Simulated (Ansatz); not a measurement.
## NaLaMnMoO6: relaxation of cell and atoms with r2SCAN

The system is NaLaMnMoO6.

```
Na La Mn Mo O
1.0
     5.55735    0.00000    0.00000
     0.00000    5.59794    0.00000
    -0.06214    0.00000    8.02462
Na La Mn Mo O
2 2 2 2 12
Cartesian
  4.1374 2.8870 4.0062
  1.3578 0.0880 4.0184
  1.3670 5.3682 8.0196
  4.1282 2.5692 0.0051
  1.3605 2.7297 2.0549
  4.1347 5.5286 5.9698
  4.1822 5.5792 2.1739
  1.3130 2.7803 5.8508
  3.7116 5.4765 3.9370
  0.1718 4.5353 2.2249
  5.1705 1.6184 2.2490
  2.6450 1.1737 1.5987
  3.0127 4.1180 1.6113
  4.6099 0.1018 0.0315
  1.7837 2.6775 4.0877
  5.3234 1.7363 5.7997
  0.3247 4.4173 5.7756
  2.8502 3.9726 6.4260
  2.4825 1.3190 6.4134
  0.8853 2.9007 7.9932
```

The cell was built by a generator and needn't be a form met in nature.

| Quantity | Value |
| --- | --- |
| Program | Ansatz 0.2.0 |
| Task | relaxation of cell and atoms |
| Functional | r2SCAN |
| Potentials or basis | Ansatz PAW |
| Cutoff | 500 eV (not typed: the program's choice for these potentials) |
| k mesh | 4 × 4 × 3 |
| Occupations | fermi-dirac, width 0.05 eV |
| Spin | collinear spin, ferromagnetic start |
| Starting moments | [0.0, 0.0, 0.0, 0.0, 4.0, 4.0, 1.0, 1.0, 0.0, 0.0, 0.0, 0.0, 0.0, 0.0, 0.0, 0.0, 0.0, 0.0, 0.0, 0.0] μB |

```yaml
Relaxed_volume: 12.26 Å³/atom
Relaxed_cell: a = 5.525 Å, b = 5.548 Å, c = 7.997 Å, α = 90.00°, β = 90.40°, γ = 90.00°
Space_group_after_relaxing_to_0.05_Å: P2_1 (No. 4)
Energy_gained_by_relaxing: 3.6 meV/atom
Ionic_steps: 11
Pressure_after_relaxing: 0.0 GPa
Largest_force_after_relaxing: 0.010 eV/Å
Band_gap_on_the_k_mesh: 0.68 eV, indirect (least direct gap 0.72 eV)
Net_moment: 10.00 μB per cell
Absolute_moment: 10.11 μB per cell
Site_moments: Na -0.00; La +0.00; Mn +3.96; Mo +0.16; O +0.02, +0.03, +0.05 μB
```

Forces on the atoms (eV/Å):
```
Na  -0.002  0.001  0.000
Na   0.002  0.001  0.000
La  -0.002 -0.001  0.000
La   0.002 -0.001  0.000
Mn  -0.003 -0.001  0.003
Mn   0.003 -0.001 -0.003
Mo   0.007  0.006  0.005
Mo  -0.007  0.006 -0.005
O    0.002  0.001 -0.007
O   -0.002  0.002 -0.002
O   -0.003 -0.007  0.000
O   -0.001  0.001 -0.002
O    0.000  0.000 -0.001
O   -0.001 -0.002 -0.001
O   -0.002  0.001  0.007
O    0.002  0.002  0.002
O    0.003 -0.007  0.000
O    0.001  0.001  0.002
O    0.000  0.000  0.001
O    0.001 -0.002  0.001
```

Step by step:
| step | energy change (eV) | largest force (eV/Å) | volume (Å³) |
| --- | --- | --- | --- |
| 1 | 0.0000 | 0.5430 | 249.64 |
| 2 | -0.0625 | 0.1290 | 244.94 |
| 3 | -0.0684 | 0.1113 | 245.38 |
| 4 | -0.0701 | 0.0924 | 245.47 |
| 5 | -0.0723 | 0.0998 | 245.31 |
| 6 | -0.0738 | 0.0753 | 245.07 |
| 7 | -0.0744 | 0.0410 | 245.05 |
| 8 | -0.0745 | 0.0363 | 245.17 |
| 9 | -0.0747 | 0.0199 | 245.03 |
| 10 | -0.0747 | 0.0105 | 245.12 |
| 11 | -0.0720 | 0.0104 | 245.12 |

Final structure:
```yaml
crystal:
  lattice:
    - [5.52502, 0.00000, 0.00189]
    - [0.00000, 5.54799, 0.00000]
    - [-0.05905, 0.00000, 7.99665]
  atoms:
    - { symbol: Na, position: [0.75422, 0.52058, 0.50017] }
    - { symbol: Na, position: [0.24578, 0.02058, 0.49983] }
    - { symbol: La, position: [0.25561, 0.96335, 0.99913] }
    - { symbol: La, position: [0.74439, 0.46335, 0.00087] }
    - { symbol: Mn, position: [0.24979, 0.49156, 0.25711] }
    - { symbol: Mn, position: [0.75021, 0.99156, 0.74289] }
    - { symbol: Mo, position: [0.75323, 0.99745, 0.27199] }
    - { symbol: Mo, position: [0.24677, 0.49745, 0.72801] }
    - { symbol: O, position: [0.66807, 0.97399, 0.48957] }
    - { symbol: O, position: [0.03025, 0.80780, 0.27840] }
    - { symbol: O, position: [0.93380, 0.28661, 0.28246] }
    - { symbol: O, position: [0.48052, 0.20890, 0.20006] }
    - { symbol: O, position: [0.54197, 0.73547, 0.20109] }
    - { symbol: O, position: [0.82773, 0.01430, 0.00599] }
    - { symbol: O, position: [0.33193, 0.47399, 0.51043] }
    - { symbol: O, position: [0.96975, 0.30780, 0.72160] }
    - { symbol: O, position: [0.06620, 0.78661, 0.71754] }
    - { symbol: O, position: [0.51948, 0.70890, 0.79994] }
    - { symbol: O, position: [0.45803, 0.23547, 0.79891] }
    - { symbol: O, position: [0.17227, 0.51430, 0.99401] }
```

Levels at points of the mesh, in eV from the valence-band top:
Spin up:
| k point | band 88 | band 89 | band 90 | band 91 | band 92 | band 93 |
| --- | --- | --- | --- | --- | --- | --- |
| (0.00, 0.00, 0.00) | -0.98 | -0.79 | -0.34 | 0.97 | 1.20 | 1.24 |
| (0.00, -0.50, 0.00) | -0.56 | -0.22 | -0.22 | 1.00 | 1.00 | 1.19 |
| (-0.50, 0.00, 0.00) | -0.39 | -0.26 | -0.25 | 0.82 | 1.01 | 1.06 |
| (-0.50, -0.50, 0.00) | -0.86 | -0.31 | -0.31 | 1.10 | 1.10 | 1.16 |
Spin down:
```tsv
k point	band 76	band 77	band 78	band 79	band 80	band 81	band 82	band 83	band 84	band 85
(0.00, 0.00, 0.00)	-2.65	-2.57	-2.42	-2.37	-2.35	0.68	0.81	0.93	0.97	1.52
(0.00, -0.50, 0.00)	-2.83	-2.74	-2.74	-2.44	-2.44	1.15	1.15	1.27	1.27	1.42
(-0.50, 0.00, 0.00)	-2.81	-2.74	-2.58	-2.36	-2.23	1.01	1.11	1.18	1.27	1.37
(-0.50, -0.50, 0.00)	-2.88	-2.74	-2.74	-2.35	-2.35	0.88	0.88	1.42	1.42	1.64
```

Wall time 12 min on 8 threads of AMD EPYC 7R43 64-Core Processor (Zen 3) (shared host), peak memory 2.8 GiB.

Caveat: the magnetic or orbital state may not be the lowest; odd divisions of the mesh miss points on the zone boundary, where band edges often lie, so the gap on the mesh can be too wide; the plane-wave basis is chosen anew once the cell has moved, so the energies of steps on either side of that aren't comparable; spin-orbit coupling is left out, which moves the levels of the heavy elements; only a ferromagnetic start was run, and an antiferromagnetic order may lie lower in energy; the PAW data sets come from PBE, with cores solved anew for the run's functional, which leaves a small shift of forces and pressure. A k mesh can miss the band edges.
